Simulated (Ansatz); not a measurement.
# C2H6OZn: basis-set convergence

How large a basis does C2H6OZn need? Two functionals are run in growing sets.

Method: one geometry, several basis sets; program: Ansatz 0.2.0, Gaussian basis.

Levels to be run: PBE0-D4/def2-SVP; ωB97M-V/def2-SVP; PBE0-D4/def2-QZVPP; ωB97M-V/def2-QZVPP; the functionals' def2-TZVPP values are taken from earlier runs.

## (1) The geometry

An earlier PBE0-D4 in a triple-zeta def2 set relaxation fixed the geometry.

SMILES `CO[CH2][ZnH]`, 10 atoms, charge 0, spin multiplicity 1.

Atoms are counted from 1 here; the program's logs count them from 0.

Bond lengths: C1–O2 1.400 Å, C1–H5 1.091 Å, C1–H6 1.100 Å, C1–H7 1.100 Å, O2–C3 1.417 Å, C3–Zn4 1.964 Å, C3–H8 1.102 Å, C3–H9 1.102 Å, Zn4–H10 1.543 Å. Angles: O2–C1–H5 107.9°, O2–C1–H6 111.3°, O2–C1–H7 111.4°, H5–C1–H6 109.0°, H5–C1–H7 109.0°, H6–C1–H7 108.2°, C1–O2–C3 112.4°, O2–C3–Zn4 107.3°, O2–C3–H8 110.3°, O2–C3–H9 110.3°, Zn4–C3–H8 111.5°, Zn4–C3–H9 111.5°, H8–C3–H9 106.0°, C3–Zn4–H10 179.5°.

## (2) PBE0-D4 in def2-SVP

Input file in.yaml:

```yaml
crystal:
  periodic: [false, false, false]
  atoms:
    - {symbol: C, position_ang: [-0.778691, 1.010622, 1.021982]}
    - {symbol: O, position_ang: [-0.365595, -0.247187, 0.565263]}
    - {symbol: C, position_ang: [0.426959, -0.163349, -0.606494]}
    - {symbol: Zn, position_ang: [0.918134, -1.996769, -1.109924]}
    - {symbol: H, position_ang: [-1.379432, 0.860924, 1.920831]}
    - {symbol: H, position_ang: [0.081726, 1.649351, 1.268582]}
    - {symbol: H, position_ang: [-1.386515, 1.530695, 0.267545]}
    - {symbol: H, position_ang: [1.318944, 0.457478, -0.421402]}
    - {symbol: H, position_ang: [-0.132699, 0.340428, -1.411672]}
    - {symbol: H, position_ang: [1.297169, -3.442194, -1.494703]}
basis:
  gaussian: {orbitals: def2-SVP}
hamiltonian: {xc: pbe0, dispersion: d4}
output: {orbitals: {seedname: orbitals}}
```

On the command line:

```sh
> ansatz run in.yaml --threads 4 --pin off --events-out ev --progress --plain --max-ram 10444MiB
```

The runs that follow: ωB97M-V in def2-SVP; PBE0-D4 in def2-QZVPP; ωB97M-V in def2-QZVPP.

Before running them: what should the planned runs give, taken together? Wanted: PBE0-D4: double and triple zeta above quadruple; ωB97M-V: double and triple zeta above quadruple.

As calculated:

| quantity | value |
| --- | --- |
| PBE0-D4: double and triple zeta above quadruple | 13.33, 1.42 eV |
| ωB97M-V: double and triple zeta above quadruple | 13.48, 1.39 eV |

**Reading.** For PBE0-D4 the step from double to triple zeta gains 11.90 eV and the next only 1.42 eV. Total energies overstate the basis error of differences, where much of it tends to cancel. The LUMO of ωB97M-V is positive and keeps falling with the basis (2.09 to 0.60 eV): an unbound level that the basis holds in place.
